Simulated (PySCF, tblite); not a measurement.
**C₆H₉AlClF: geometry, infrared bands and NMR shifts**

Aim: predict the infrared bands and NMR shifts of C₆H₉AlClF (`[F][Al]([Cl])[C@H]1[C@@H]2CCC[C@@H]21`).

Computed with tblite 0.8.0 and PySCF 2.14.0, with density-fitted response routines of our own, on a single molecule in the gas phase. Atoms count from 0, in the outputs and in this text.

## (1) The starting structure

18 atoms, charge 0, multiplicity 1; geometry from: force field or distance geometry start.

Bonds of the start (Å): F0–Al1 1.80, Al1–Cl2 2.23, Al1–C3 2.00, C3–C4 1.53, C4–C5 1.53, C5–C6 1.52, C6–C7 1.53, C7–C8 1.52, C8–C3 1.53, C8–C4 1.51, C3–H9 1.10, C4–H10 1.11, C5–H11 1.11, C5–H12 1.10, C6–H13 1.11, C6–H14 1.11, C7–H15 1.11, C7–H16 1.11, C8–H17 1.11.

## (2) Optimising the geometry with GFN2-xTB

Job settings and geometry (Å):

```
{"job": {"kind": "relax", "xc": "GFN2-xTB", "basis": "xTB"}, "charge": 0, "multiplicity": 1}
F      3.571700     2.441000    -1.077400
Al     2.747300     1.361400     0.098200
Cl     3.942600     0.384600     1.709200
C      0.805100     0.941200    -0.105700
C      0.512700    -0.551900    -0.288500
C     -0.815400    -0.903500    -0.963800
C     -1.885200    -0.762500     0.102600
C     -1.314900     0.170700     1.172400
C      0.199700     0.110000     1.033700
H      0.100100     1.610900    -0.624900
H      1.326100    -1.303500    -0.215500
H     -1.014700    -0.213600    -1.806100
H     -0.784000    -1.941400    -1.340800
H     -2.825400    -0.364400    -0.324400
H     -2.091200    -1.753400     0.560200
H     -1.687300     1.205900     1.021000
H     -1.626400    -0.164600     2.185800
H      0.830400    -0.260600     1.865700
```

On the command line:

```bash
$ OMP_NUM_THREADS=1 python probes_run.py task.json out
```

One launch serves the whole session: the jobs run in the order shown.

**Question.** This job is followed by: GFN2-xTB harmonic vibrations, gas phase; GIAO PBE0/pcSseg-1 NMR shielding, non-relativistic, gas phase. What will the session give for the following? strongest single infrared mode (GFN2-xTB); zero-point energy (GFN2-xTB); 13C shifts against TMS (PBE0/pcSseg-1, means over atoms taken as alike); 1H shifts against TMS (PBE0/pcSseg-1, means over atoms taken as alike); 19F shifts against CFCl3 (PBE0/pcSseg-1); 27Al shifts against AlH4- (PBE0/pcSseg-1); 35Cl shifts against HCl (PBE0/pcSseg-1).

**Answer**, as computed:

| quantity | value |
| --- | --- |
| strongest single infrared mode (GFN2-xTB) | 780 cm⁻¹, 142 km/mol |
| zero-point energy (GFN2-xTB) | 86.4 kcal/mol |
| 13C shifts against TMS (PBE0/pcSseg-1, means over atoms taken as alike) | 36.6, 35.3, 27.0, 21.8 ppm |
| 1H shifts against TMS (PBE0/pcSseg-1, means over atoms taken as alike) | 2.19, 2.14, 1.80, 1.48, 1.37, -1.06 ppm |
| 19F shifts against CFCl3 (PBE0/pcSseg-1) | -137.2 ppm |
| 27Al shifts against AlH4- (PBE0/pcSseg-1) | 71.3 ppm |
| 35Cl shifts against HCl (PBE0/pcSseg-1) | -24 ppm |

In words: The optimisation took 80 steps and gained 0.674 eV; among the close pairs (by a distance rule), Al1–Cl2 changed most, from 2.231 to 2.029 Å. No mode is imaginary among the 48: a minimum at this level. The strongest single mode, at 780 cm⁻¹, moves mainly F0 and Al1. Unscaled tight-binding wavenumbers are off by several per cent, some by more. Its intensities can rank the bands wrongly. At PBE0/pcSseg-1: Shielding is most anisotropic at Cl2 (span 235 ppm, paramagnetic term -176 ppm).
